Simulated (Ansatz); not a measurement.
# GaF (SMILES [F][Ga]) at HF/STO-3G

What is the energy change on altering one bond length of GaF at HF/STO-3G? 

The results are computed with Ansatz 0.2.0.

56 further runs of the same task are left out: 29 that didn't finish, 27 set aside as unsound or not needed.

## Step 1: The system as given

GaF: 2 atoms, total charge 0, spin state singlet. SMILES: `[F][Ga]`. The coordinates come from a PBE0-D4/def2-TZVP relaxation.

Bond lengths: F1–Ga2 1.787 Å.

## Step 2: A single-point energy at HF/STO-3G

Input file run.yaml:

```yaml
crystal:
  periodic: [false, false, false]
  atoms:
    - {symbol: F, position_ang: [0.000000, -0.000000, 0.006300]}
    - {symbol: Ga, position_ang: [-0.000000, 0.000000, 1.792850]}
basis:
  gaussian:
    orbitals: STO-3G
hamiltonian:
  xc: hf
accuracy: high
```

Command:

```
$ ansatz run run.yaml --threads 1 --pin off --max-ram 3480MiB --events-out events.jsonl --progress --plain --runs-dir runs
```

Output:

```text
Warning: RAYON_NUM_THREADS=1 ignored (pool sized by the plan → 1); use --threads N
Functional definition: HF
  name "HF"
  exchange = exact_x
  correlation = 0
297 factors; integrals over basis functions are off by at most 9.1e-8 eV
mean field evaluation 1: about -54389.4047 eV, gradient 1.8e1 eV
mean field evaluation 2: about -54389.4489 eV, gradient 1.8e1 eV
mean field evaluation 4: about -54391.6916 eV, gradient 2.6e0 eV
mean field evaluation 8: about -54391.5830 eV, gradient 4.8e0 eV
mean field evaluation 16: about -54391.9832 eV, gradient 4.5e-3 eV
mean field evaluation 32: about -54392.0114 eV, gradient 6.4e-2 eV
mean field evaluation 64: about -54391.9520 eV, gradient 5.6e-1 eV
mean field evaluation 96: about -54391.8347 eV, gradient 2.1e0 eV
mean field evaluation 128: about -54391.9019 eV, gradient 5.1e-1 eV
mean field evaluation 160: about -54388.8198 eV, gradient 2.6e1 eV
mean field -54392.01157160 eV, -1998.8695570267 hartree, gradient 2.7e-8 eV, S^2 0.000000; 3 other end points of the search recorded, 0 dependent functions left out
reference -54392.01157160 eV, -1998.8695570267 hartree; 20, 20 occupied and 3, 3 virtual orbitals, 297 factors
Total energy: -54392.01157160 eV, -1998.8695570267 hartree
```

It took 0.36 s on 1 thread of Arm Neoverse V1, shared host.

## Step 3: The distorted shape

Input file input.yaml:

```yaml
crystal:
  periodic: [false, false, false]
  atoms:
    - {symbol: F, position_ang: [0.000000, -0.000000, -0.440350]}
    - {symbol: Ga, position_ang: [-0.000000, 0.000000, 1.792850]}
basis:
  gaussian:
    orbitals: STO-3G
hamiltonian:
  xc: hf
accuracy: high
```

Command:

```
$ ansatz run input.yaml --threads 1 --pin off --max-ram 3480MiB --events-out events.jsonl --progress --plain --runs-dir runs
```

Output, shortened:

```text
Warning: RAYON_NUM_THREADS=1 ignored (pool sized by the plan → 1); use --threads N
[... 2 set-up lines as earlier in the session ...]
[...]
286 factors; integrals over basis functions are off by at most 3.0e-8 eV
[...]
mean field -54389.46284560 eV, -1998.7758930739 hartree, gradient 5.0e-8 eV, S^2 0.000000; 7 other end points of the search recorded, 0 dependent functions left out
reference -54389.46284560 eV, -1998.7758930739 hartree; 20, 20 occupied and 3, 3 virtual orbitals, 286 factors
Total energy: -54389.46284560 eV, -1998.7758930739 hartree
```

Run time: 0.48 s. Hardware: 1 thread of Arm Neoverse V1, shared host.

## Step 4: What came out

Level: HF/STO-3G.

| quantity | value |
| --- | --- |
| first shape: total energy | -1998.86956 Eh |
| distorted shape: total energy | -1998.77589 Eh |
| energy change with the F1–Ga2 bond stretched from 1.787 to 2.233 Å | 2.549 eV |

**Reading.** With the F1–Ga2 bond stretched from 1.787 to 2.233 Å the energy rises by 2.55 eV (246 kJ/mol). The first shape isn't relaxed at this level, so the change isn't measured from a minimum. The minimal basis adds a large error of its own.
